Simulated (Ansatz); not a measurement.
Predict the output of the script below (the Python package of Ansatz (0.2.0)).

`ch3albr2.xyz`
```text
7

C    -0.11040    0.96450   -0.10970
Al    0.12850   -0.94970    0.10490
Br    1.97010   -1.72930    1.32360
Br   -1.31760   -2.48070   -0.85890
H    -1.07440    1.17180   -0.73910
H    -0.27480    1.49920    0.87350
H     0.73980    1.45610   -0.64000
```

`methods_ch3albr2.py`
```python
"""CH3AlBr2 at several levels of theory."""

import argparse

import ansatz as az

parser = argparse.ArgumentParser(description="CH3AlBr2 at several levels of theory.")
parser.add_argument("--basis", default="def2-SVP", help="Gaussian basis set")
args = parser.parse_args()

ch3albr2 = az.Crystal.molecule_from_extxyz("ch3albr2.xyz")

calculation = ch3albr2.calculation().basis(gaussian=args.basis)

methods = ["mp2", "ccsd", "ccsd_t"]
batch = az.Session.batch([calculation.correlation(m).input() for m in methods])
reports = sorted(batch.plan().execute().molecular_reports, key=lambda each: each["member"])
print(f"Hartree-Fock reference {reports[0]['reference_energy_ev'] / 27.211386246:.6f} Ha")
best = reports[-1]["free_energy_ev"] - reports[-1]["reference_energy_ev"]
for method, each in zip(methods, reports):
    gained = each["free_energy_ev"] - each["reference_energy_ev"]
    print(f"{method:8s} total {each['free_energy_ev'] / 27.211386246:.6f} Ha  correlation {gained:9.4f} eV  ({100 * gained / best:.1f} % of the last)")
```

```console
$ python methods_ch3albr2.py
Hartree-Fock reference -5425.782968 Ha
mp2      total -5426.444239 Ha  correlation  -17.9941 eV  (94.3 % of the last)
ccsd     total -5426.467845 Ha  correlation  -18.6365 eV  (97.7 % of the last)
ccsd_t   total -5426.484141 Ha  correlation  -19.0799 eV  (100.0 % of the last)
```

Total energies depend on the basis set; only differences at equal settings carry meaning. The geometry is a force-field or estimated start, not a minimum of this method, and the basis set is short of its limit. A lower total doesn't mark the better method: functionals have no common bound, and MP2 and coupled cluster aren't variational. Inner cores stay frozen; a filled d shell under the valence of the heavier atoms is correlated with it.
